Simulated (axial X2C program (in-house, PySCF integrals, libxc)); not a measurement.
# InMg: from the state search to constants

Aim: find the lowest determinant of InMg, scan the bond at several levels and fit the constants, once spin-free and once with spin–orbit coupling.

Computed with an in-house X2C program for linear molecules on PySCF integrals. Level: all-electron X2C, In dyall-cv3z, Mg dyall-cv3z.

All values are calculated.

## (1) Set-up

task.json reads:

```json
{"zs": [49, 12], "q": 0, "bas": ["dyall-cv3z", "dyall-cv3z"], "levels": ["PBE0", "HF", "TPSS"], "cc": true, "r0": 2.81, "thr": -2.0, "nmax": 90, "npts": 10, "nst": 2, "ntry": 6}
```

Keys: zs atomic numbers; q charge; bas basis sets; levels methods (HF also brings MP2); cc coupled cluster on or off; r0 starting distance in Å; thr threshold in hartree for freezing inner shells (an s shell follows its p shell); nmax most natural virtual spinors; npts points asked for on the curve; nst determinants followed; ntry starts of the search.

The run is started by

```console
$ python so2c.py task.json out
```

Spin-free means the one-electron spin-free X2C Hamiltonian; two-component (2c) means X2C with spin–orbit coupling and atomic mean-field two-electron Coulomb and Gaunt terms. Basis: In dyall-cv3z contracted to [11s12p9d4f1g], Mg dyall-cv3z contracted to [9s8p6d3f]; Gaussian nuclei, density fitting. Masses: In 114.904 u, Mg 23.985 u.

Notation: σ, π±, δ± give the projection m of an orbital's angular momentum (0, ±1, ±2), α and β its spin, Λ and M_S the sums; ω is the projection of a spinor's total angular momentum and Ω the sum. Logs are in hartree.

The results follow Hamiltonian by Hamiltonian and level by level.

## (2) Which state to follow

PBE0 moves the distance from 2.810 Å to 3.055 Å and compares determinants there.

Spin-free determinants:

| ΔE (eV) | state | open shells |
| --- | --- | --- |
| 0.00 | M_S = 1/2, Λ = 1 | beyond closed shells: π+α |
| 0.20 | M_S = 1/2, Λ = 0 | beyond closed shells: σα |
| 1.52 | M_S = 3/2, Λ = 1 | beyond closed shells: 2 × σα, π+α |
| 1.72 | M_S = 3/2, Λ = 0 | beyond closed shells: σα, π+α, π-α |
| 1.91 | M_S = 1/2, Λ = 1 | beyond closed shells: 2 × σα, π+β |
| 2.21 | M_S = 1/2, Λ = 0 | beyond closed shells: σβ, π+α, π-α |
| 2.37 | M_S = 1/2, Λ = 2 | beyond closed shells: σα, π+α, π+β |

Two-component determinants:

| ΔE (eV) | state | open shells |
| --- | --- | --- |
| 0.00 | Ω = 1/2 | excess of +ω over −ω: ω = 1/2 |
| 0.18 | Ω = 3/2 | excess of +ω over −ω: ω = 3/2 |
| 1.67 | Ω = 5/2 | excess of +ω over −ω: 2 × ω = 1/2, ω = 3/2 |
| 1.94 | Ω = 3/2 | excess of +ω over −ω: 3 × ω = 1/2 |
| 2.05 | Ω = 1/2 | excess of +ω over −ω: 2 × ω = -1/2, ω = 3/2 |
| 5.92 | Ω = 5/2 | excess of +ω over −ω: ω = 5/2 |

## (3) PBE0, spin-free

State followed: M_S = 1/2, Λ = 1 (beyond closed shells: π+α). The scan is laid around 3.055 Å, a first estimate of the minimum, and this SCF restarts from the orbitals of the search.

The SCF at the reference distance of 3.055 Å:

```text
spin-free X2C-1e  PBE0
basis functions 213  fitting functions 958  grid points 5083
iter        total energy     max residual
   1      -6080.956970601     3.09e-05
   2      -6080.956970622     2.75e-05
   3      -6080.956970635     1.82e-05
   4      -6080.956970636     6.45e-06
converged
one-electron -8577.81201660  Coulomb 2572.36545633  exact exchange -43.65468357  xc functional -133.70718343  nuclear repulsion 101.85145664
```

Along the bond, energies from the lowest point:

```
R (Å)  E (eV)  μ (D)  HOMO (eV)  LUMO (eV)  iterations
2.780  0.0556   1.10      -3.82      -2.43          18
2.872  0.0165   1.08      -3.76      -2.38          15
2.963  0.0000   1.07      -3.71      -2.34          14
3.055  0.0000   1.05      -3.67      -2.30           4
3.162  0.0152   1.03      -3.63      -2.26          14
3.269  0.0401   1.01      -3.60      -2.23          13
3.406  0.0807   0.99      -3.56      -2.19          13
```

Dipoles are positive if Mg is the positive end.

Outer orbitals at the reference distance:

| symmetry | occupied | ε (eV) | atomic character |
| --- | --- | --- | --- |
| σα | yes | -20.85 | 100% In d |
| π+α | yes | -20.83 | 100% In d |
| δ+α | yes | -20.83 | 100% In d |
| π-α | yes | -20.82 | 100% In d |
| σβ | yes | -20.81 | 100% In d |
| δ-α | yes | -20.80 | 100% In d |
| π-β | yes | -20.78 | 100% In d |
| π+β | yes | -20.78 | 100% In d |
| δ-β | yes | -20.73 | 100% In d |
| δ+β | yes | -20.73 | 100% In d |
| σα | yes | -9.60 | 77% In s, 11% Mg s, 9% Mg p |
| σβ | yes | -8.91 | 76% In s, 12% Mg s, 8% Mg p |
| σα | yes | -5.69 | 59% Mg s, 28% In p, 8% In s |
| σβ | yes | -5.53 | 63% Mg s, 22% In p, 8% In s |
| π+α | yes | -3.67 | 79% In p, 18% Mg p, 2% Mg d |
| π-α | no | -2.30 | 73% In p, 24% Mg p |
| σα | no | -2.10 | 41% In p, 40% Mg p, 15% Mg s |
| σβ | no | -1.96 | 45% In p, 42% Mg p, 9% Mg s |
| π+β | no | -1.73 | 62% In p, 36% Mg p |

PBE0 fields in the half plane through the axis: z from -2.4 to 5.4 Å across, distance from the axis 0.15 to 2.25 Å upwards; In lies at z = 0 and Mg at z = 3.055 Å; the ELF is damped to zero where the density is low.

log10 density (e/bohr³). Ten even steps from '0' (-3.99 ) to '9' (1.81 ):
```
000111222221111111111111000
001122222222222222222211100
011222333332222222222221110
012223333333333333333222111
112233444443333333333332211
122334556554333334443332221
122344677764433345664333221
122345679765443457875433221
```

ELF. Ten even steps from '0' (0.00 ) to '9' (0.99 ):
```
000134555432112356777652000
001345666543223578999987310
012456655544334689999999730
024565443333335788789999972
135554322223346752113799985
135542234322246400100289997
145432477742245105872049998
245432637362245028386029998
```

Re = 3.006 Å, ωe = 153.0 cm⁻¹, ωexe = 1.83 cm⁻¹, Be = 0.09399 cm⁻¹, De = 0.386 eV, μ = 1.06 D.

## (4) HF, spin-free

Output at 3.055 Å:

```text
spin-free X2C-1e  HF
basis functions 213  fitting functions 958  grid points 5083
iter        total energy     max residual
   1      -6078.213837910     3.25e-01
   2      -6078.237692573     7.34e-03
   3      -6078.238677496     7.64e-03
   4      -6078.238995168     3.69e-03
   5      -6078.239427411     2.94e-03
   6      -6078.240006482     8.76e-03
   7      -6078.240594039     1.01e-02
   8      -6078.241327625     5.30e-03
   9      -6078.241658644     1.73e-03
  10      -6078.241763384     2.62e-03
  11      -6078.241790436     7.80e-04
  12      -6078.241793389     1.09e-04
  13      -6078.241793944     1.41e-04
  14      -6078.241794089     5.64e-05
  15      -6078.241794149     2.17e-05
  16      -6078.241794169     2.82e-05
  17      -6078.241794175     9.83e-06
  18      -6078.241794176     2.44e-06
converged
one-electron -8577.21229810  Coulomb 2571.86126174  exact exchange -174.74221445  xc functional 0.00000000  nuclear repulsion 101.85145664
```

No constants are quoted: too few points lie around the minimum for a second fit to confirm the first.

## (5) TPSS, spin-free

Output at 3.055 Å:

```text
spin-free X2C-1e  TPSS
basis functions 213  fitting functions 958  grid points 5083
iter        total energy     max residual
   1      -6081.165230228     1.99e-01
   2      -6081.167144345     5.94e-03
   3      -6081.167260321     3.62e-02
   4      -6081.167462197     1.14e-03
   5      -6081.167472822     1.76e-03
   6      -6081.167475721     1.70e-04
   7      -6081.167476205     7.18e-04
   8      -6081.167476670     1.04e-04
   9      -6081.167476770     1.03e-04
  10      -6081.167476814     6.81e-05
  11      -6081.167476822     1.77e-05
converged
one-electron -8577.01022807  Coulomb 2571.52924217  exact exchange 0.00000000  xc functional -177.53794756  nuclear repulsion 101.85145664
```

Re = 2.984 Å, ωe = 160.4 cm⁻¹, ωexe = 1.79 cm⁻¹, Be = 0.09544 cm⁻¹, De = 0.385 eV, μ = 0.84 D.

## (6) Correlated methods, spin-free

Correlated methods: 15 electrons correlated (frozen shells, counted by type: In 4 s, 3 p, 1 d; Mg 2 s, 1 p), 305 virtual spinors in MP2, 90 natural virtuals in coupled cluster.

Output of the correlated part at 3.055 Å:

```text
correlated 15  virtual 305  natural virtual 90  E(MP2) -0.510654297  MP2 remainder -0.047503065
iter   CCSD correlation   residual
   1     -0.428957523   1.51e-01
   2     -0.442368488   7.49e-02
   3     -0.444628833   4.90e-02
   4     -0.446261262   2.84e-02
   5     -0.447207613   1.27e-02
   6     -0.447431633   5.85e-03
   7     -0.447476835   2.22e-03
   8     -0.447493798   8.90e-04
   9     -0.447482294   3.29e-04
  10     -0.447483139   1.29e-04
  11     -0.447482878   5.53e-05
  12     -0.447483421   2.56e-05
  13     -0.447483716   1.25e-05
  14     -0.447483942   6.86e-06
  15     -0.447484178   4.32e-06
  16     -0.447484310   2.47e-06
  17     -0.447484385   1.28e-06
  18     -0.447484404   6.31e-07
(T) -0.013671739  T1 0.0671  D1 0.1944  max T2 0.159
```

T1 in the output is the amplitude norm over the root of the electron number; divide by √2 for the Lee–Taylor value.

MP2: No constants are quoted: the lowest point is the long end of the scan.

CCSD: No constants are quoted: too few points lie around the minimum for a second fit to confirm the first.

CCSD(T): Re = 3.139 Å, ωe = 113.8 cm⁻¹, ωexe = 1.95 cm⁻¹, Be = 0.08623 cm⁻¹, De = 0.282 eV. T1 at Re = 0.046 (Lee–Taylor, the printed value over √2).

## (7) A higher determinant, spin-free

State: M_S = 1/2, Λ = 0 (beyond closed shells: σα).

Output at the reference distance:

```text
spin-free X2C-1e  PBE0
basis functions 213  fitting functions 958  grid points 5083
iter        total energy     max residual
   1      -6080.949466342     3.90e-05
   2      -6080.949466373     2.88e-05
   3      -6080.949466386     1.02e-05
   4      -6080.949466387     7.25e-06
converged
one-electron -8577.42631037  Coulomb 2572.01613174  exact exchange -43.66281913  xc functional -133.72792526  nuclear repulsion 101.85145664
```

```
R (Å)  E above the lowest PBE0 point (eV)
2.780                               0.463
2.872                               0.346
2.963                               0.262
3.055                               0.204
3.162                               0.163
3.269                               0.141
3.406                               0.134
```

No constants are quoted: the lowest point is the long end of the scan.

## (8) The spin-free curves together

Energy (eV) of the followed determinant, spin-free, from each level's lowest point:

```
R (Å)   PBE0     HF  MP2 (spin-contaminated)   CCSD  CCSD(T)   TPSS
2.780  0.056  0.134                    0.135  0.137    0.104  0.048
2.872  0.017  0.073                    0.079  0.078    0.050  0.013
2.963  0.000  0.036                    0.043  0.038    0.019  0.000
3.055  0.000  0.014                    0.021  0.015    0.004  0.004
3.162  0.015  0.003                    0.007  0.003    0.000  0.024
3.269  0.040  0.000                    0.001  0.000    0.006  0.053
3.406  0.081  0.002                    0.000  0.005    0.023  0.100
```

## (9) PBE0, 2c

State followed: Ω = 1/2 (excess of +ω over −ω: ω = 1/2). The scan is laid around 3.055 Å, a first estimate of the minimum, and this SCF restarts from the orbitals of the search.

The SCF at the reference distance of 3.055 Å:

```text
two-component X2C + atomic mean field  PBE0
basis functions 213  fitting functions 958  grid points 5083
iter        total energy     max residual
   1      -6078.469789159     2.81e-05
   2      -6078.469789192     2.58e-05
   3      -6078.469789221     3.17e-05
   4      -6078.469789228     1.10e-05
converged
one-electron -8570.90260784  Coulomb 2571.14718373  exact exchange -43.63114906  xc functional -133.63777367  nuclear repulsion 101.85145664  atomic mean-field constant -3.29689903
```

Along the bond, energies from the lowest point:

| R (Å) | E (eV) | μ (D) | HOMO (eV) | LUMO (eV) | iterations |
| --- | --- | --- | --- | --- | --- |
| 2.780 | 0.0652 | 1.07 | -3.89 | -2.34 | 19 |
| 2.872 | 0.0235 | 1.04 | -3.83 | -2.29 | 15 |
| 2.963 | 0.0037 | 1.01 | -3.79 | -2.24 | 14 |
| 3.055 | 0.0000 | 0.96 | -3.75 | -2.20 | 4 |
| 3.162 | 0.0103 | 0.91 | -3.71 | -2.16 | 16 |
| 3.269 | 0.0301 | 0.84 | -3.68 | -2.12 | 16 |
| 3.406 | 0.0638 | 0.74 | -3.65 | -2.07 | 17 |

Dipoles are positive if Mg is the positive end.

Outer spinors at the reference distance:

```tsv
ω	occupied	ε (eV)	atomic character	λ mixture
3/2	yes	-21.26	100% In d	82% δ, 18% π
1/2	yes	-21.26	100% In d	61% π, 39% σ
-1/2	yes	-21.23	100% In d	56% π, 44% σ
-3/2	yes	-21.18	100% In d	77% δ, 23% π
-1/2	yes	-20.41	100% In d	56% σ, 44% π
1/2	yes	-20.41	100% In d	61% σ, 39% π
-5/2	yes	-20.40	100% In d	100% δ
-3/2	yes	-20.40	100% In d	77% π, 23% δ
3/2	yes	-20.38	100% In d	82% π, 18% δ
5/2	yes	-20.33	100% In d	100% δ
-1/2	yes	-9.55	77% In s, 11% Mg s, 9% Mg p	100% σ
1/2	yes	-8.89	76% In s, 12% Mg s, 8% Mg p	100% σ
-1/2	yes	-5.64	59% Mg s, 28% In p, 8% In s	100% σ
1/2	yes	-5.54	62% Mg s, 23% In p, 8% In s	100% σ
1/2	yes	-3.75	78% In p, 18% Mg p, 2% Mg d	94% π, 6% σ
-3/2	no	-2.20	71% In p, 26% Mg p	100% π
-1/2	no	-2.05	43% In p, 39% Mg p, 15% Mg s	94% σ, 6% π
1/2	no	-1.93	46% In p, 42% Mg p, 8% Mg s	95% σ, 5% π
-1/2	no	-1.77	62% In p, 35% Mg p	95% π, 5% σ
```

PBE0 fields in the half plane through the axis: z from -2.4 to 5.4 Å across, distance from the axis 0.15 to 2.25 Å upwards; In lies at z = 0 and Mg at z = 3.055 Å; the ELF is damped to zero where the density is low.

log10 density (e/bohr³). Ten even steps from '0' (-3.99 ) to '9' (1.81 ):
```
000111122221111111111111000
001122222222222222222211100
011222333332222222222222110
012223333333333333333222111
112233444443333333333332211
122334556554333334443332221
122344677764433345664333221
122345679765443457875433221
```

ELF. Ten even steps from '0' (0.00 ) to '9' (0.99 ):
```
000124455432111346777753100
001345666543223578999987410
013456655543324689999999741
024565443333335788789999973
135554322223346752113799995
145542234322346400100289997
245532477742245105872059998
245432637362245028386039998
```

Re = 3.032 Å, ωe = 143.0 cm⁻¹, ωexe = 1.92 cm⁻¹, Be = 0.0924 cm⁻¹, De = 0.390 eV, μ = 0.98 D.

## (10) HF, 2c

Output at 3.055 Å:

```text
two-component X2C + atomic mean field  HF
basis functions 213  fitting functions 958  grid points 5083
iter        total energy     max residual
   1      -6075.725462738     3.66e-01
   2      -6075.749624294     7.32e-03
   3      -6075.750792614     9.99e-03
   4      -6075.751292209     5.64e-03
   5      -6075.751991041     2.97e-03
   6      -6075.752704261     8.55e-03
   7      -6075.753384270     9.05e-03
   8      -6075.754001972     2.95e-03
   9      -6075.754184409     1.47e-03
  10      -6075.754340719     2.63e-03
  11      -6075.754383563     1.26e-03
  12      -6075.754425299     6.72e-04
  13      -6075.754440978     9.19e-04
  14      -6075.754446810     3.39e-04
  15      -6075.754448616     1.70e-04
  16      -6075.754449809     2.46e-04
  17      -6075.754450803     2.06e-04
  18      -6075.754451621     9.15e-05
  19      -6075.754452136     6.97e-05
  20      -6075.754452391     8.00e-05
  21      -6075.754452498     3.85e-05
  22      -6075.754452535     1.20e-05
  23      -6075.754452544     1.11e-05
  24      -6075.754452546     5.03e-06
  25      -6075.754452546     8.73e-07
converged
one-electron -8570.26547319  Coulomb 2570.60886761  exact exchange -174.65240457  xc functional 0.00000000  nuclear repulsion 101.85145664  atomic mean-field constant -3.29689903
```

No constants are quoted: the lowest point is the long end of the scan.

## (11) TPSS, 2c

Output at 3.055 Å:

```text
two-component X2C + atomic mean field  TPSS
basis functions 213  fitting functions 958  grid points 5083
iter        total energy     max residual
   1      -6078.675568266     1.98e-01
   2      -6078.677542945     5.97e-03
   3      -6078.677664368     3.60e-02
   4      -6078.677875597     1.04e-03
   5      -6078.677879578     4.41e-03
   6      -6078.677898747     4.80e-04
   7      -6078.677904631     1.10e-03
   8      -6078.677910739     9.67e-04
   9      -6078.677912620     1.24e-04
  10      -6078.677912873     6.88e-05
  11      -6078.677912908     5.82e-05
  12      -6078.677912916     7.43e-06
converged
one-electron -8570.09384287  Coulomb 2570.30358824  exact exchange 0.00000000  xc functional -177.44221589  nuclear repulsion 101.85145664  atomic mean-field constant -3.29689903
```

Re = 2.998 Å, ωe = 154.2 cm⁻¹, ωexe = 1.85 cm⁻¹, Be = 0.0945 cm⁻¹, De = 0.451 eV, μ = 0.83 D.

## (12) MP2 and beyond, 2c

Correlated methods: 15 electrons correlated (frozen shells, counted by type: In 4 s, 3 p, 1 d; Mg 2 s, 1 p), 305 virtual spinors in MP2, 90 natural virtuals in coupled cluster.

Output of the correlated part at 3.055 Å:

```text
correlated 15  virtual 305  natural virtual 90  E(MP2) -0.508281033  MP2 remainder -0.046055897
iter   CCSD correlation   residual
   1     -0.429352468   1.53e-01
   2     -0.443177678   7.27e-02
   3     -0.445018278   4.40e-02
   4     -0.446119740   2.42e-02
   5     -0.446853317   1.16e-02
   6     -0.446994228   5.95e-03
   7     -0.447035571   3.05e-03
   8     -0.447075369   1.92e-03
   9     -0.447055988   1.34e-03
  10     -0.447059888   8.71e-04
  11     -0.447061545   4.84e-04
  12     -0.447065777   2.28e-04
  13     -0.447068693   1.12e-04
  14     -0.447069862   6.34e-05
  15     -0.447071274   4.10e-05
  16     -0.447072207   2.39e-05
  17     -0.447072874   1.39e-05
  18     -0.447073137   8.22e-06
  19     -0.447073201   5.73e-06
  20     -0.447073242   4.36e-06
  21     -0.447073240   3.25e-06
(T) -0.013052954  T1 0.0592  D1 0.1679  max T2 0.134
```

MP2: No constants are quoted: the lowest point is the long end of the scan.

CCSD: No constants are quoted: the lowest point is the long end of the scan.

CCSD(T): No constants are quoted: too few points lie around the minimum for a second fit to confirm the first.

## (13) A higher determinant, 2c

State: Ω = 3/2 (excess of +ω over −ω: ω = 3/2).

Output at the reference distance:

```text
two-component X2C + atomic mean field  PBE0
basis functions 213  fitting functions 958  grid points 5083
iter        total energy     max residual
   1      -6078.463290493     6.97e-05
   2      -6078.463290497     1.06e-05
converged
one-electron -8570.62840570  Coulomb 2570.87337644  exact exchange -43.62948027  xc functional -133.63333857  nuclear repulsion 101.85145664  atomic mean-field constant -3.29689903
```

| R (Å) | E above the lowest PBE0 point (eV) |
| --- | --- |
| 2.780 | 0.229 |
| 2.872 | 0.191 |
| 2.963 | 0.176 |
| 3.055 | 0.177 |
| 3.162 | 0.194 |
| 3.269 | 0.220 |
| 3.406 | 0.263 |

Re = 2.998 Å, ωe = 156.2 cm⁻¹, ωexe = 1.81 cm⁻¹, Be = 0.0945 cm⁻¹, μ = 1.02 D. Te = 0.17 eV.

## (14) The 2c curves together

Energy (eV) of the followed determinant, 2c, from each level's lowest point:

```
R (Å)   PBE0     HF  MP2 (spin-contaminated)   CCSD  CCSD(T)   TPSS
2.780  0.065  0.200                    0.160  0.169    0.124  0.052
2.872  0.023  0.128                    0.106  0.106    0.069  0.015
2.963  0.004  0.079                    0.067  0.060    0.034  0.000
3.055  0.000  0.047                    0.039  0.034    0.015  0.001
3.162  0.010  0.023                    0.017  0.014    0.003  0.018
3.269  0.030  0.010                    0.005  0.003    0.000  0.044
3.406  0.064  0.000                    0.000  0.000    0.006  0.085
```

Time for the job: 4.6 min (1 thread of Arm Neoverse V1, shared host); peak memory 1 GiB.

## (15) Constants

Lowest determinant that the search found at its distance, spin-free: M_S = 1/2, Λ = 1 (beyond closed shells: π+α).

Lowest determinant that the search found at its distance, 2c: Ω = 1/2 (excess of +ω over −ω: ω = 1/2).

```json
{"Hamiltonian": "spin-free", "level": "PBE0", "Re (Å)": "3.006", "ωe (cm⁻¹)": "153.0", "De (eV)": "0.386", "μ (D)": "1.06"}
{"Hamiltonian": "spin-free", "level": "CCSD(T)", "Re (Å)": "3.139", "ωe (cm⁻¹)": "113.8", "De (eV)": "0.282", "μ (D)": "n/a"}
{"Hamiltonian": "spin-free", "level": "TPSS", "Re (Å)": "2.984", "ωe (cm⁻¹)": "160.4", "De (eV)": "0.385", "μ (D)": "0.84"}
{"Hamiltonian": "2c", "level": "PBE0", "Re (Å)": "3.032", "ωe (cm⁻¹)": "143.0", "De (eV)": "0.390", "μ (D)": "0.98"}
{"Hamiltonian": "2c", "level": "TPSS", "Re (Å)": "2.998", "ωe (cm⁻¹)": "154.2", "De (eV)": "0.451", "μ (D)": "0.83"}
```

Dipoles are positive if Mg is the positive end. No constants: spin-free HF (too few points lie around the minimum for a second fit to confirm the first); spin-free MP2 (the lowest point is the long end of the scan); spin-free CCSD (too few points lie around the minimum for a second fit to confirm the first); 2c HF (the lowest point is the long end of the scan); 2c MP2 (the lowest point is the long end of the scan); 2c CCSD (the lowest point is the long end of the scan); 2c CCSD(T) (too few points lie around the minimum for a second fit to confirm the first).

Time per point (s) on 1 thread of Arm Neoverse V1, shared host (2c runs); the times are rough: PBE0 1.3, TPSS 1.2.

At PBE0, going from spin-free to two-component changes Re by +26 mÅ, ωe by -6.5 %; at least one of these shifts is too large to ignore. It costs about 1.6 times the time. De moves by 0.00 eV; both De rest on single-determinant atoms, which can miss part of an open shell's spin–orbit lowering.

De refers to In + Mg, each in the lowest determinant found, which need not be this curve's own limit. The state is a single determinant with fixed occupations, the lowest that a limited PBE0 search found. Dissociation energies refer to the lowest single-determinant-based atoms at the same level and basis. Density functionals use the spin component along the axis (collinear). CCSD and (T) use frozen natural virtuals with an MP2 correction for the truncation. The meta-GGAs lack a current-density term, which matters for open shells with orbital currents, atoms included. The spin-free determinant is spin-contaminated at some levels. T1 at Re is 0.046 (Lee–Taylor), above the customary mark of 0.02.
